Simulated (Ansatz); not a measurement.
# CH₃FMgS (SMILES C[S][Mg][F]): a rigid scan of the angle H6–C1–H7

How does the energy rise as the angle H6–C1–H7 leaves its equilibrium value, and do density functionals follow CCSD(T)? No other atom is relaxed.

The runs use Ansatz 0.2.0, Gaussian basis; single points in def2-TZVPP.

Levels: PBE-D4, r2SCAN-D4, PBE0-D4, B3LYP-D4, wB97M-V, Hartree-Fock, MP2, CCSD, CCSD(T). The scan takes 90.1, 94.6, 99.1, 103.6, 108.1, 112.6, 117.1, 121.6, 126.1°.

Cores are frozen in the correlated methods. The outer core shell of Li, Na, Mg and K is correlated. B3LYP uses VWN-RPA correlation.

18 further runs of the same task are left out: 18 set aside as unsound or not needed.

## (1) The starting structure

SMILES `C[S][Mg][F]`, 7 atoms, charge 0, spin multiplicity 1.

Atoms are counted from 1 here; the program's logs count them from 0.

Bond lengths: C1–S2 1.816 Å, C1–H5 1.089 Å, C1–H6 1.087 Å, C1–H7 1.090 Å, S2–Mg3 2.305 Å, Mg3–F4 1.725 Å. Angles: S2–C1–H5 109.9°, S2–C1–H6 106.1°, S2–C1–H7 110.1°, H5–C1–H6 110.0°, H5–C1–H7 110.6°, H6–C1–H7 110.1°, C1–S2–Mg3 96.0°, S2–Mg3–F4 115.2°.

Geometry (Å):

```
atom    x (Å)    y (Å)    z (Å)
  C1  -0.4189   0.7895  -0.2079
  S2   0.3258   0.4861   1.4208
 Mg3   0.9731  -1.6834   0.9898
  F4   0.8101  -2.1873  -0.6520
  H5  -1.3708   0.2661  -0.2830
  H6  -0.5797   1.8626  -0.2707
  H7   0.2604   0.4663  -0.9968
```

## (2) Finding the minimum

Contents of relax/in.yaml:

```yaml
crystal:
  periodic: [false, false, false]
  atoms:
    - {symbol: C, position_ang: [-0.418930, 0.789460, -0.207940]}
    - {symbol: S, position_ang: [0.325790, 0.486100, 1.420780]}
    - {symbol: Mg, position_ang: [0.973130, -1.683360, 0.989770]}
    - {symbol: F, position_ang: [0.810100, -2.187270, -0.652020]}
    - {symbol: H, position_ang: [-1.370840, 0.266110, -0.283030]}
    - {symbol: H, position_ang: [-0.579670, 1.862620, -0.270750]}
    - {symbol: H, position_ang: [0.260430, 0.466330, -0.996810]}
basis:
  gaussian: {orbitals: def2-TZVP}
hamiltonian: {xc: pbe0, dispersion: d4}
relax: {f_tol: 0.005, max_steps: 200}
```

The command line of these runs was not kept.

Further steps of the session: The minimum at every level; H6–C1–H7 = 90.1°; H6–C1–H7 = 94.6°; H6–C1–H7 = 99.1°; H6–C1–H7 = 103.6°; H6–C1–H7 = 108.1°; H6–C1–H7 = 112.6°; H6–C1–H7 = 117.1°; H6–C1–H7 = 121.6°; H6–C1–H7 = 126.1°.

Before running it: what results should come out? Wanted: highest point, CCSD(T); lowest point, CCSD(T); minimum along the scan, CCSD(T); RMS deviation from CCSD(T); largest T1 diagnostic.

The runs gave:

```
                       quantity                                                                                         value
         highest point, CCSD(T)                                                                            266 meV at 126.1 °
          lowest point, CCSD(T)                                                                              0 meV at 108.1 °
minimum along the scan, CCSD(T)                                                                                       108.0 °
                curvature there                                                                                 1.64 meV/deg²
     RMS deviation from CCSD(T)  PBE-D4 10, r2SCAN-D4 3, PBE0-D4 4, B3LYP-D4 1, wB97M-V 3, Hartree-Fock 21, MP2 1, CCSD 3 meV
          largest T1 diagnostic                                                                                         0.011
```

**Reading.** A polynomial through the near points puts the CCSD(T) minimum 0.1° below the PBE0-D4 value. Curvature against CCSD(T): PBE-D4 -6 %, Hartree-Fock +14 %. The curve of B3LYP-D4 lies nearest to CCSD(T), that of Hartree-Fock farthest.
